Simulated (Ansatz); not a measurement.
# WS (Pm-3m) in Ansatz: convergence with xc grid

Aim: find how far xc grid must go before the results for WS settle, at PBE0. This setting moves, with any that are tied to it; all else stays.

Program: Ansatz 0.2.0. These are calculated values, not measurements. Logs are shortened: lines on timing, memory, paths and dates and some standing lists are left out, and cuts for length are marked.

**1. The structure**

Symmetry: Pm-3m, No. 221, cubic system. The conventional cell has a = 3.445 Å, b = 3.445 Å, c = 3.445 Å, α = 90.00°, β = 90.00°, γ = 90.00°. W (site symmetry m-3m) is surrounded by 8 S at 2.98 Å. S (site symmetry m-3m) is surrounded by 8 W at 2.98 Å.

The cell was built by a generator and needn't be a form met in nature.

**2. With xc grid 1**

input.yaml reads:

```yaml
crystal:
  lattice:
    - [3.44484848, 0.0, 0.0]
    - [0.0, 3.44484848, 0.0]
    - [0.0, 0.0, 3.44484848]
  atoms:
    - { symbol: W, position: [0.5, 0.5, 0.5] }
    - { symbol: S, position: [0.0, 0.0, 0.0] }
hamiltonian:
  xc: pbe0
  pseudopotentials: { kind: paw }
kpoints:
  mp_grid: { grid: [4, 4, 4] }
scf:
  occupations: { method: fermi_dirac, width: 0.05 }
output:
  forces: true
  stress: true
  eigenvalues: true
basis:
  xc_grid: 1
```

Potentials or basis: Ansatz PAW.

The run is started by

```
$ ansatz run input.yaml --threads 2 --pin off --max-ram 5632MiB --backend cpu --events-out ev --progress --plain --runs-dir out
```

What it wrote:

```text
Warning: output.stress: scf.convergence.dr2_threshold = 1e-7 eV (the SCF's general default) is looser than the 2e-10 eV advised for a printed stress (1e-10 eV for each atom of the cell: 2). What an SCF threshold leaves in a stress goes as its square root, and in the free energy as the threshold itself, and one threshold admits the most on a small cell: of the crystals measured, under no hybrid functional and no lock of the moments, on runs that ended without the residual-converged pass, on stresses that held no estimate of that error, the worst erred by over 100 MPa in a component at 1e-7 eV an atom and by under 5 at 1e-10. Set scf.convergence.dr2_threshold to 2e-10 eV or tighter. The threshold is an SCF's pass mark: one that does not reach it within its budget of iterations ends unconverged, or closes short of it on a stop that the run arms, and scf.convergence.dr2_threshold's page says what that costs each kind of run
Warning: output.stress: scf.exx.energy_threshold = 1e-6 eV is looser than the 2e-8 eV advised for a stress under a hybrid functional (1e-8 eV for each atom of the cell: 2). Every SCF of the exchange loop can meet its threshold on dr2 while the loop round them stops early: no threshold on dr2 bounds what that leaves in the stress. Set scf.exx.energy_threshold to 2e-8 eV or tighter. The threshold is the loop's pass mark: a loop that does not reach it within its budget of cycles ends unconverged, and scf.exx.energy_threshold's page has the law
Warning: RAYON_NUM_THREADS=2 ignored (pool sized by the plan → 2); use --threads N
Engine: ansatz 0.2.0, aarch64-unknown-linux-gnu
Pseudopotentials: kind: paw
Pseudopotential: W, paw, valence charge 14, recommended cutoff 420 eV (normal), W.paw.azcp
Pseudopotential: S, paw, valence charge 6, recommended cutoff 420 eV (normal), S.paw.azcp
Functional definition: PBE0
  parameter a = 0.25
  parameter kappa = 0.804
  parameter beta = 0.06672455060314922
  exchange = (1 - a)*pbe_x(kappa = kappa, mu = beta*pi^2/3) + a*exact_x
  correlation = pbe_c(beta = beta)
Crystal: 2 atoms, lattice volume = 40.880 Å³
Basis set: ecut = 420 eV, 799 PW (Γ)
Bands: 14, of which v1, the nominal top of the filled ones, is band 10 counted from 1 (9 counted from 0)
Symmetry: 48 space group operations
Space group: Pm-3m (ITA 221), of the structure as read, at distance tolerance 3.4e-5 Å
k-points: 10 of 64
Non-local potential: W, projectors of the file, l = 0: 3, l = 1: 2, l = 2: 2, l = 3: 1
Non-local potential: S, projectors of the file, l = 0: 2, l = 1: 2, l = 2: 2
PAW form: soft (Blöchl's): semilocal exchange-correlation on the pseudo side does not see the compensation charge
PAW frozen core: W, regenerated for the run's functional, and the local potential with it (the file was generated under x = pbe(κ = 0.804, μ = 0.2195149727645171), c = pbe(β = 0.06672455060314922))
PAW frozen core: S, regenerated for the run's functional, and the local potential with it (the file was generated under x = pbe(κ = 0.804, μ = 0.2195149727645171), c = pbe(β = 0.06672455060314922))
PAW one-centre angular grid: W, 590 points (default); XC on 64 Gauss nodes
PAW one-centre angular grid: S, 110 points (default); XC on 64 Gauss nodes
Initial density: superposition of atomic densities (neutral atoms: chi_scale 0, normalization atom), corrected by the library's trained network
Initial wavefunctions: pseudopotential atomic-orbital guess
Functional: x = pbe(κ = 0.804, μ = 0.2195149727645171), c = pbe(β = 0.06672455060314922), warm-up for x = 0.75 pbe(κ = 0.804, μ = 0.2195149727645171) + 0.25 exact, c = pbe(β = 0.06672455060314922)
SCF iter   1: F=—  HF=-11284.215446 eV  |F-HF|=—  |Δ(HF+E_count)|=         —  Δρ=5.57e-3  dr2=1.61e-2  ethr=1.77e-3  ⟨swp⟩=5.0  Hψ=524  notcnv=0
preconditioner: auto → none  [metal: Δε(μ)=0.079 eV  Ē_g=6.456 eV  σ=0.050 eV  W_gap=0.37  n_scr=6 (ndim 8)  ℏωp=20.1 eV  f_vac=0.000  D(μ)=4.78/eV (n_scr^D=80)  sad-step TF]
[... 73 lines left out ...]
SCF iter   8: F=—  HF=-11282.454970 eV  |F-HF|=—  |Δ(HF+E_count)|=   1.98e-8  Δρ=9.81e-7  dr2=4.01e-8  ethr=1.44e-12  ⟨swp⟩=4.8  Hψ=455  notcnv=0
Mixer restart at iter 8: flushing history
SCF iter   9: F=—  HF=-11282.454970 eV  |F-HF|=—  |Δ(HF+E_count)|=   1.92e-7  Δρ=6.50e-6  dr2=1.24e-8  ethr=1.00e-12  ⟨swp⟩=5.1  Hψ=438  notcnv=0
SCF iter  10: F=-11282.454970 eV  HF=-11282.454970 eV  |F-HF|=1.27e-9  |Δ(HF+E_count)|=   1.63e-8  Δρ=2.41e-6  dr2=1.96e-9  ethr=1.00e-12  ⟨swp⟩=4.6  Hψ=424  notcnv=0
SCF 7 converged in 10 iterations: F = -11282.454970 eV  dr2 = 1.96e-9
  Residual-converged pass: ⟨swp⟩=2.0  Hψ=177  notcnv=0  max |occ|·‖R‖ = 2.1e-6 eV (tolerance 2.1e-6 eV)  dr2=1.96e-9  dr2_onsite=6.34e-11  max |Δocc| = 1.4e-15
hybrid outer 6: dexx = +3.222e-5 eV, tail = 2.18e-4 eV, Δε = 1.49e-2 eV (about 8.09e-4 eV left of the loop's levels)
Frozen-core exchange: fock
SCF iter   1: F=—  HF=-11282.454970 eV  |F-HF|=—  |Δ(HF+E_count)|=         —  Δρ=3.71e-6  dr2=2.37e-9  ethr=7.94e-10  ⟨swp⟩=3.6  Hψ=369  notcnv=0
preconditioner: auto → none  [insulator: Δε(μ)=0.692 eV  Ē_g=8.201 eV  σ=0.050 eV  W_gap=0.67  n_scr=6 (ndim 8)  ℏωp=20.1 eV  f_vac=0.000  D(μ)=1.70/eV (n_scr^D=18)]
SCF iter   2: F=-11282.454970 eV  HF=-11282.454970 eV  |F-HF|=7.44e-10  |Δ(HF+E_count)|=  2.91e-10  Δρ=1.92e-6  dr2=1.05e-9  ethr=1.18e-11  ⟨swp⟩=3.3  Hψ=300  notcnv=0
SCF 8 converged in 2 iterations: F = -11282.454970 eV  dr2 = 1.05e-9
  Residual-converged pass: ⟨swp⟩=2.0  Hψ=237  notcnv=0  max |occ|·‖R‖ = 2.1e-6 eV (tolerance 2.1e-6 eV)  dr2=1.06e-9  dr2_onsite=3.99e-11  max |Δocc| = 3.1e-14
hybrid outer 7: dexx = +6.528e-10 eV, tail = 4.18e-9 eV, Δε = 7.94e-5 eV (about 7.84e-5 eV left of the loop's levels), ΔF = 8.41e-30 eV/Å (tail 5.61e-30)
hybrid SCF converged: 7 outer / 39 inner (+7 warm-up), last move |dexx| = 6.53e-10 eV, tail = 4.18e-9 eV
Stability not checked: this state was not tested for a lower state beside it, because the functional holds exact exchange (a hybrid, or Hartree-Fock), whose exchange loop this test does not read (fock_operator; see scf.lower_state_search)
Free energy (F): -11282.454970 eV
Frozen-core exchange: fock
Harris-Foulkes:  -11282.454970 eV  (|F-HF|=7.44e-10)
Internal energy: -11282.442300 eV  (E = F + TS)
E sigma→0 (E₀):  -11282.448635 eV
Entropy (-TS):   -0.012670 eV (-6.335 meV/atom)
Fermi energy:    12.385825 eV
--- Per-component energies (eV) ---
  E_band       = -242.534629
  E_kinetic    = 539.502656
  E_local      = -1026.277007  (includes V_loc(G=0)·N_el)
  E_nonlocal   = 31.747043
  E_hartree    = 349.241489
  E_xc         = -274.410509
  E_vxc        = -244.212703  (∫ρ·V_xc dr)
  E_exx        = -57.771357  (= α·E_x^exact, valence–valence)
  E_paw        = -9184.101611  (= ΣΔE_a)
  E_vpaw       = -126.235416  (= ΣTr[D̂ρ^β])
  E_aug_tail   = -0.000064  (compensation charges beyond the density's cutoff)
  E_ewald      = -1657.345143
  E_core_change = -3.027797  (= ΣΔE_core)
  E_smearing   = -0.012670  (= −TS)
  E_closure    = -0.000000  (closes the sum)
  Σ components = -11282.454970   (vs F -11282.454970, Δ=0.00e0)
--- Forces (eV/Å), atoms counted from 1 ---
  atom   1  W      0.00000000     0.00000000     0.00000000
  atom   2  S     -0.00000000     0.00000000    -0.00000000
  max |Σ_I F_I| component: 8.74e-30 eV/Å
--- Stress (GPa, compression-positive) ---
      -39.330460      -0.000000       0.000000
        0.000000     -39.330460       0.000000
        0.000000       0.000000     -39.330460
  P = ⅓ Tr σ = -39.3305 GPa (-393.305 kbar)
--- Band table (eV; the first three rows and the last of 10) ---
  k-point 0: bands = ["-67.4830", "-30.1476", "-30.1476", "-30.1476", "-4.6948", "8.2908", "8.2908", "8.8372", "8.8372", "8.8372", "11.0496", "13.4571", "13.4571", "13.4571"]
  k-point 1: bands = ["-67.4801", "-30.2003", "-30.1385", "-30.1385", "-4.2003", "5.1662", "8.3221", "8.3221", "8.6033", "10.4340", "13.6251", "14.2557", "14.2557", "14.3444"]
  k-point 2: bands = ["-67.4786", "-30.2634", "-30.1295", "-30.1295", "-3.5707", "3.2574", "7.8877", "7.8877", "8.9649", "13.5648", "13.8021", "15.2810", "15.2810", "16.2045"]
  k-point 9: bands = ["-67.4705", "-30.2420", "-30.2420", "-30.2420", "-2.3284", "5.0136", "5.0136", "5.0136", "14.2119", "14.2119", "14.8186", "14.8186", "14.8186", "15.8398"]
```

Wall time 12 s (2 threads of Arm Neoverse V1, shared host); peak memory 0.59 GiB.

Results:

```
Free energy            : -11282.4550 eV
Pressure               : -39.3 GPa
Band gap on the k mesh : none (metal or under the smearing width)
```

**3. With xc grid 2**

input.yaml: that of step 2 with these lines changed.

```diff
@@ -20,2 +20,2 @@
 basis:
-  xc_grid: 1
+  xc_grid: 2
```

Potentials or basis: Ansatz PAW.

The run is started by

```
$ ansatz run input.yaml --threads 2 --pin off --max-ram 5632MiB --backend cpu --events-out ev --progress --plain --runs-dir out
```

Run time: 12 s. Hardware: 2 threads of Arm Neoverse V1, shared host; peak memory 0.61 GiB.

Results:

```
Free energy            : -11282.4549 eV
Pressure               : -39.3 GPa
Band gap on the k mesh : none (metal or under the smearing width)
```

**4. With xc grid 3**

input.yaml: that of step 3 with these lines changed.

```diff
@@ -20,2 +20,2 @@
 basis:
-  xc_grid: 2
+  xc_grid: 3
```

The run is started by

```
$ ansatz run input.yaml --threads 2 --pin off --max-ram 5632MiB --backend cpu --events-out ev --progress --plain --runs-dir out
```

It took 12 s on 2 threads of Arm Neoverse V1, shared host; peak memory 0.62 GiB.

The run converged. Its results:

* Free energy: -11282.4549 eV
* Pressure: -39.3 GPa
* Band gap on the k mesh: none (metal or under the smearing width)

**5. With xc grid 4**

input.yaml: that of step 4 with these lines changed.

```diff
@@ -20,2 +20,2 @@
 basis:
-  xc_grid: 3
+  xc_grid: 4
```

The run is started by

```
$ ansatz run input.yaml --threads 2 --pin off --max-ram 5632MiB --backend cpu --events-out ev --progress --plain --runs-dir out
```

Wall time 12 s (2 threads of Arm Neoverse V1, shared host); peak memory 0.63 GiB.

It converged, with:

```
Free energy            : -11282.4549 eV
Pressure               : -39.3 GPa
Band gap on the k mesh : none (metal or under the smearing width)
```

**6. With xc grid 5**

input.yaml: that of step 5 with these lines changed.

```diff
@@ -20,2 +20,2 @@
 basis:
-  xc_grid: 4
+  xc_grid: 5
```

Potentials or basis: Ansatz PAW.

The run is started by

```
$ ansatz run input.yaml --threads 2 --pin off --max-ram 5632MiB --backend cpu --events-out ev --progress --plain --runs-dir out
```

It took 12 s on 2 threads of Arm Neoverse V1, shared host; peak memory 0.66 GiB.

It converged, with:

```
Free energy            : -11282.4549 eV
Pressure               : -39.3 GPa
Band gap on the k mesh : none (metal or under the smearing width)
```

**7. Result**

```tsv
xc grid	energy less the tightest run, at zero smearing (meV/atom)	SCF cycles	CPU time (s)	peak memory (GiB)
1	-0.02	46	21	0.59
2	0.00	45	21	0.61
3	0.00	45	21	0.62
4	0.00	45	22	0.63
5	0.00	46	22	0.66
```

Against the tightest run, the energy stays within 1 meV/atom from 1 on. The tightest run that finished is the yardstick and may itself not be fully converged.

Caveats: all runs use coarse meshes; a pressure of tens of GPa on the cell as given is suspect, and the run, the potentials or the cell itself is likely at fault; the PAW data sets come from PBE, with cores solved anew for the run's functional, which leaves a small shift of forces and pressure; the thresholds are loose for stress.
